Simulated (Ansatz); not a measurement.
**FH₇N₂SSi₂: one species, many methods**

An exercise on one series of results from a longer session: the logs are not shown, and one member is left open.

Program: Ansatz 0.2.0, Gaussian basis. Level of theory: functionals in def2-TZVPP, the program's frozen cores in correlated methods. These are calculated values, not measurements.

Levels to be run: PBE-D4, r2SCAN-D4, PBE0-D4, B3LYP-D4, ωB97X-V, ωB97M-V, B2PLYP; CCSD(T)/def2-TZVPP; MP2/def2-QZVPP; extrapolation to the limit.

### The geometry

All runs share one geometry, relaxed beforehand with PBE0-D4 in a triple-zeta def2 set.

SMILES `N[SiH2]S[SiH](N)F`, 13 atoms, charge 0, spin multiplicity 1.

Atoms are counted from 1 here; the program's logs count them from 0.

Bond lengths: N1–Si2 1.706 Å, N1–H7 1.009 Å, N1–H8 1.008 Å, Si2–S3 2.171 Å, Si2–H9 1.481 Å, Si2–H10 1.482 Å, S3–Si4 2.105 Å, Si4–N5 1.708 Å, Si4–F6 1.600 Å, Si4–H11 1.480 Å, N5–H12 1.009 Å, N5–H13 1.008 Å. Angles: Si2–N1–H7 117.1°, Si2–N1–H8 119.0°, H7–N1–H8 110.5°, N1–Si2–S3 117.0°, N1–Si2–H9 108.4°, N1–Si2–H10 109.3°, S3–Si2–H9 108.0°, S3–Si2–H10 103.0°, H9–Si2–H10 111.1°, Si2–S3–Si4 98.1°, S3–Si4–N5 109.5°, S3–Si4–F6 113.4°, S3–Si4–H11 107.3°, N5–Si4–F6 104.5°, N5–Si4–H11 117.5°, F6–Si4–H11 104.8°, Si4–N5–H12 119.8°, Si4–N5–H13 119.6° and more.

Set-up of the first run:

Contents of in.yaml:

```yaml
crystal:
  periodic: [false, false, false]
  atoms:
    - {symbol: N, position_ang: [-0.774371, -0.526033, 1.767941]}
    - {symbol: Si, position_ang: [-0.269014, 1.047307, 1.342895]}
    - {symbol: S, position_ang: [-0.694183, 1.703986, -0.681919]}
    - {symbol: Si, position_ang: [-0.118861, -0.052461, -1.690134]}
    - {symbol: N, position_ang: [1.288323, -0.691715, -0.962572]}
    - {symbol: F, position_ang: [-1.196470, -1.229677, -1.578627]}
    - {symbol: H, position_ang: [-0.287023, -1.297280, 1.336052]}
    - {symbol: H, position_ang: [-1.761603, -0.721996, 1.830668]}
    - {symbol: H, position_ang: [1.193038, 1.143145, 1.558441]}
    - {symbol: H, position_ang: [-0.997426, 2.035347, 2.172558]}
    - {symbol: H, position_ang: [-0.056357, 0.268427, -3.133673]}
    - {symbol: H, position_ang: [1.623649, -1.603302, -1.234426]}
    - {symbol: H, position_ang: [2.050287, -0.075737, -0.727205]}
basis:
  gaussian: {orbitals: def2-TZVPP}
hamiltonian: {xc: pbe, dispersion: d4}
output: {forces: true, orbitals: {seedname: orbitals}}
```

On the command line:

```
> ansatz run in.yaml --threads 2 --pin off --events-out ev --progress --plain --max-ram 31744MiB --backend cuda --devices 0, --max-vram 18GiB
```

Among the steps run: PBE-D4 (GGA); r2SCAN-D4 (meta-GGA); PBE0-D4 (hybrid); B3LYP-D4 (hybrid); ωB97X-V (range-separated); ωB97M-V (range-separated); B2PLYP (double hybrid); CCSD(T) in def2-TZVPP; MP2 in def2-QZVPP.

One table of the session follows, with a row left open; its other results are not shown here.

| method | atomisation energy (eV) |
| --- | --- |
| PBE-D4 | 47.702 |
| r2SCAN-D4 | 47.165 |
| PBE0-D4 | 46.909 |
| B3LYP-D4 | 47.259 |
| ωB97X-V | 47.658 |
| ωB97M-V | 47.580 |
| B2PLYP | 46.602 |
| HF/def2-TZVPP | 33.368 |
| MP2/def2-TZVPP | 46.489 |
| CCSD/def2-TZVPP | ? |
| CCSD(T)/def2-TZVPP | 45.756 |
| MP2/CBS | 48.150 |
| CCSD(T)/CBS | 47.417 |

Q: Estimate the row for CCSD/def2-TZVPP from the others.

As computed: atomisation energy (eV): 45.041. In the column «atomisation energy (eV)» it lies between HF/def2-TZVPP (33.368) and CCSD(T)/def2-TZVPP (45.756).

Caveats from the session: Free atoms (2 N, 2 Si, 1 S, 1 F, 7 H) were run apart at each level; the atomisation energy is their sum less the molecule, without zero-point or spin-orbit terms.
